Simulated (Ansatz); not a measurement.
I need a comparison of dispersion corrections of C2H9GeNOSi, SMILES CC(=O)[SiH2][NH][GeH3]. Use Ansatz 0.2.0, Python API. Settings (for the species named): PBE0, def2-SVP basis, multiplicity 1, D3BJ dispersion.

```
atom    x (Å)    y (Å)    z (Å)
   C   2.7772   0.0579   0.1685
   C   1.5799  -0.8372   0.2156
   O   1.6550  -1.9406   0.7320
  Si  -0.0233  -0.2786  -0.5066
   N  -1.2697  -0.2378   0.7772
  Ge  -2.8445   0.3806  -0.0077
   H   3.6524  -0.4327   0.6456
   H   3.0282   0.2900  -0.8876
   H   2.5577   1.0026   0.7084
   H  -0.4311  -1.2165  -1.5634
   H   0.1421   1.0660  -1.0803
   H  -0.9708   0.4888   1.4653
   H  -3.2935  -0.6029  -1.1188
   H  -2.6068   1.7851  -0.6200
   H  -3.9526   0.4753   1.0717
```

`c2h9genosi_disp.py`
```python
# -*- coding: utf-8 -*-
"""Dispersion corrections for C2H9GeNOSi."""

import ansatz as az

BASIS = "def2-SVP"

molecule = (
    az.Crystal.molecule()
    .atom("C", (2.7772, 0.0579, 0.1685))
    .atom("C", (1.5799, -0.8372, 0.2156))
    .atom("O", (1.655, -1.9406, 0.732))
    .atom("Si", (-0.0233, -0.2786, -0.5066))
    .atom("N", (-1.2697, -0.2378, 0.7772))
    .atom("Ge", (-2.8445, 0.3806, -0.0077))
    .atom("H", (3.6524, -0.4327, 0.6456))
    .atom("H", (3.0282, 0.29, -0.8876))
    .atom("H", (2.5577, 1.0026, 0.7084))
    .atom("H", (-0.4311, -1.2165, -1.5634))
    .atom("H", (0.1421, 1.066, -1.0803))
    .atom("H", (-0.9708, 0.4888, 1.4653))
    .atom("H", (-3.2935, -0.6029, -1.1188))
    .atom("H", (-2.6068, 1.7851, -0.62))
    .atom("H", (-3.9526, 0.4753, 1.0717))
)

job = molecule.calculation().basis(gaussian=BASIS)
for name in ["pbe0", "revpbe"]:
    for correction in ("d3bj", "d4"):
        summary = job.functional(name, dispersion=correction).run(threads=1).report
        print(f"{name:8s} {correction:5s} total {summary['free_energy_ev']:.5f} eV, of which dispersion {1000 * summary['dispersion']['energy']['ev']:.2f} meV")
```

```console
$ python c2h9genosi_disp.py
pbe0     d3bj  total -70122.83431 eV, of which dispersion -324.24 meV
pbe0     d4    total -70122.81695 eV, of which dispersion -306.88 meV
revpbe   d3bj  total -70132.60163 eV, of which dispersion -878.61 meV
revpbe   d4    total -70132.77104 eV, of which dispersion -1048.02 meV
```

These settings explore the input space; basis and method may be short of convergence. The geometry is a force-field or estimated start, not a minimum of this method, and the basis set is short of its limit. D4 holds the three-body term, and d3bj doesn't. Finished in 35 s on 1 thread of Arm Neoverse V1, with other jobs on the host, peak memory 0.45 GiB.

(A comment or docstring line of the script was reworded after the run, the code is as it ran; lines on the test bed's own set-up are left out of the output.)
